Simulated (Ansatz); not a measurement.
**YMgAg (database structure): how the settings move a single-point run**

How sensitive is a single-point run of YMgAg (database structure) to its settings? A reference run comes first, then four runs with altered input.

Program: Ansatz 0.2.0. Level of theory: reference: DFT r2SCAN, plane waves, PAW, scalar-relativistic, no spin polarisation. These are calculated values, not measurements.

## (1) Starting point

The structure is hexagonal, space group P-62m (No. 189). Conventional cell: a = 7.779 Å, b = 7.779 Å, c = 4.202 Å, α = 90.00°, β = 90.00°, γ = 120.00°. Around Y (site symmetry m2m) lie 5 Ag at 3.15 to 3.16 Å and 6 Mg at 3.41 to 3.46 Å. Ag (site symmetry -6) is surrounded by 3 Mg at 2.97 Å and 6 Y at 3.16 Å. Around Ag (site symmetry -62m) lie 6 Mg at 2.86 Å and 3 Y at 3.15 Å. Around Mg (site symmetry m2m) lie 4 Ag at 2.86 to 2.97 Å.

Coordinates:

```
Y Ag Mg
1.0
     3.88971    6.73718    0.00000
    -3.88971    6.73718    0.00000
     0.00000    0.00000    4.20197
Y Ag Mg
3 3 3
Cartesian
  0.7390 6.7372 2.1010
  1.5753 2.7286 2.1010
  -2.3144 4.0086 2.1010
  -0.0004 4.4917 0.0000
  0.0004 8.9827 0.0000
  0.0000 0.0000 2.1010
  -1.9449 6.7372 0.0000
  2.9173 5.0529 0.0000
  -0.9724 1.6843 0.0000
```

## (2) The reference run

input.yaml reads:

```yaml
crystal:
  lattice:
    - [3.889713, 6.73718, 0.0]
    - [-3.889713, 6.73718, 0.0]
    - [0.0, 0.0, 4.201967]
  atoms:
    - { symbol: "Y", position: [0.595, 0.405, 0.5] }
    - { symbol: "Y", position: [0.405, 0.0, 0.5] }
    - { symbol: "Y", position: [0.0, 0.595, 0.5] }
    - { symbol: Ag, position: [0.3333, 0.3334, 0.0] }
    - { symbol: Ag, position: [0.6667, 0.6666, 0.0] }
    - { symbol: Ag, position: [0.0, 0.0, 0.5] }
    - { symbol: Mg, position: [0.25, 0.75, 0.0] }
    - { symbol: Mg, position: [0.75, 0.0, 0.0] }
    - { symbol: Mg, position: [0.0, 0.25, 0.0] }
  symmetry: { tolerance: 0.0003 }
kpoints:
  mp_grid: { grid: [3, 3, 4], shift: [0, 0, 0] }
magnetization:
  spin_polarized: false
scf:
  occupations: { method: fermi_dirac, width: 0.0652 }
hamiltonian:
  pseudopotentials: { kind: paw }
  xc: r2scan
basis:
  ecutwfc: 500
output:
  forces: true
  stress: true
  eigenvalues: true
```

Launch:

```bash
$ ansatz run input.yaml --threads 1 --pin off --max-ram 2560MiB --backend cpu --events-out ev --progress --plain --runs-dir out
```

## (3) Changed: mp_grid.shift [0.5, 0.5, 0.5], pseudopotentials.source jth

Edit input.yaml of step 2 so:

```diff
@@ -17,3 +17,3 @@
 kpoints:
-  mp_grid: { grid: [3, 3, 4], shift: [0, 0, 0] }
+  mp_grid: { grid: [3, 3, 4], shift: [0.5, 0.5, 0.5] }
 magnetization:
@@ -23,3 +23,3 @@
 hamiltonian:
-  pseudopotentials: { kind: paw }
+  pseudopotentials: { kind: paw, source: jth }
   xc: r2scan
```

## (4) Variant: hubbard.sites [{species: Ag, l: d, u_eff: 3.0}], hubbard.double_counting fll, ecutrho_ratio 6

Edit input.yaml of step 2 so:

```diff
@@ -25,4 +25,6 @@
   xc: r2scan
+  hubbard: { sites: [{ species: Ag, l: d, u_eff: 3.0 }], double_counting: fll }
 basis:
   ecutwfc: 500
+  ecutrho_ratio: 6
 output:
```

## (5) Variant: dispersion d4

Edit input.yaml of step 2 so:

```diff
@@ -25,2 +25,3 @@
   xc: r2scan
+  dispersion: d4
 basis:
@@ -31 +32,5 @@
   eigenvalues: true
+  write_density: true
+  write_potential: true
+  elf: true
+  volumetric_format: npy
```

## (6) A further run, with the input changed

Edit input.yaml of step 2 so:

```diff
@@ -21,3 +21,5 @@
 scf:
-  occupations: { method: fermi_dirac, width: 0.0652 }
+  occupations: { method: fermi_dirac, width: 0.3 }
+  n_extra_bands: 0
+  max_iter: 60
 hamiltonian:
```

(Steps that only read results are left out.)

**Question.** What will these runs give? Wanted: for each run, ending; energy change; pressure; gap; force.

**Answer**, as computed:

```tsv
run	ending	energy change	pressure (GPa)	gap (eV)	force (eV/Å)	cycles	time
reference	converged	0	-2.3	0.00	0.14	9	54 s
1: mp_grid.shift [0.5, 0.5, 0.5], pseudopotentials.source jth	converged	not comparable	-2.3	0.00	0.29	10	49 s
2: hubbard.sites [{species: Ag, l: d, u_eff: 3.0}], hubbard.double_counting fll, ecutrho_ratio 6	converged	+90.6 meV/atom (U changed: no physical gain or loss)	-1.7	0.00	0.15	9	68 s
3: dispersion d4	converged	-81.0 meV/atom (offset of the dispersion model)	-2.8	0.00	0.14	9	70 s
4: occupations.width 0.3, n_extra_bands 0	refused	-	-	-	-	-	0.35 s
```

Times don't compare one to one where runs were asked for different outputs or read a saved state (see the inputs); cycles may leave out searches for a lower state.

Residual by cycle in the longest SCF loop of each run; runs are numbered as in the table. The quantity is the density residual dr2, in eV.

```tsv
cycle	reference	run 1	run 2	run 3
1	0.211	24.1	33.1	0.211
2	0.0676	0.27	0.785	0.0676
3	0.0107	0.23	0.231	0.0107
4	7.5e-4	0.0601	0.00811	7.5e-4
5	8.3e-5	0.00804	8.1e-4	8.3e-5
6	8.7e-6	0.00119	2.4e-4	8.7e-6
7	3.2e-6	4.9e-5	2.0e-5	3.2e-6
8	3.2e-7	3.8e-6	1.1e-6	3.2e-7
9	1.1e-8	2.8e-7	4.0e-8	1.1e-8
10	-	2.6e-8	-	-
```

**Reading.** Run 1 ran under the cutoff that the potentials recommend, as the log warns, so basis error is mixed into its values, and swamps them where the cutoff is far short. A changed U is a change of model: its shifts are not errors of convergence. 1 of the 4 altered inputs did not end normally.

The reference is no final answer either: its mesh is coarse for a cell with so small a gap or none.
